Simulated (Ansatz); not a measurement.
# C2Cl2FI: the cost of one run

The runs use Ansatz 0.2.0, Gaussian basis; the settings change from run to run.

### Step 1. The molecule

The geometry comes from an earlier relaxation with PBE0-D4 in a triple-zeta def2 set; it is a stationary point. I takes a core potential in def2 sets; no spin-orbit term is included.

SMILES `F/C(Cl)=C(/Cl)I`, 6 atoms, charge 0, spin multiplicity 1.

Atoms are counted from 1 here; the program's logs count them from 0.

Bond lengths: F1–C2 1.320 Å, C2–Cl3 1.695 Å, C2–C4 1.332 Å, C4–Cl5 1.701 Å, C4–I6 2.071 Å. Angles: F1–C2–Cl3 113.1°, F1–C2–C4 121.6°, Cl3–C2–C4 125.3°, C2–C4–Cl5 121.9°, C2–C4–I6 120.3°, Cl5–C4–I6 117.8°.

### Step 2. B97M-V/def2-SVPD

This run has coordinates scaled by 0.96, a point charge of 1.00 e beside it, high accuracy.

in.yaml

```yaml
crystal:
  periodic: [false, false, false]
  atoms:
    - {symbol: F, position_ang: [0.731408, 1.130511, 1.052572]}
    - {symbol: C, position_ang: [0.162474, 0.071581, 0.652610]}
    - {symbol: Cl, position_ang: [-0.123735, -0.990545, 1.851861]}
    - {symbol: C, position_ang: [-0.138669, -0.103970, -0.577500]}
    - {symbol: Cl, position_ang: [-0.872045, -1.465965, -1.100296]}
    - {symbol: I, position_ang: [0.280983, 1.297044, -1.923599]}
basis:
  gaussian: {orbitals: def2-SVPD, point_charges: [{charge: 1.00, position_ang: [3.343, 0.365, 0.165]}]}
hamiltonian: {xc: {name: B97M-V}}
accuracy: high
```

Run with:

```bash
ansatz run in.yaml --threads 4 --pin off --events-out ev --progress --plain --max-ram 10444MiB
```

Q: Estimate wall time and peak memory on 4 threads of AMD EPYC 7B13, shared host.

About 25 s, with a peak of 0.97 GiB.
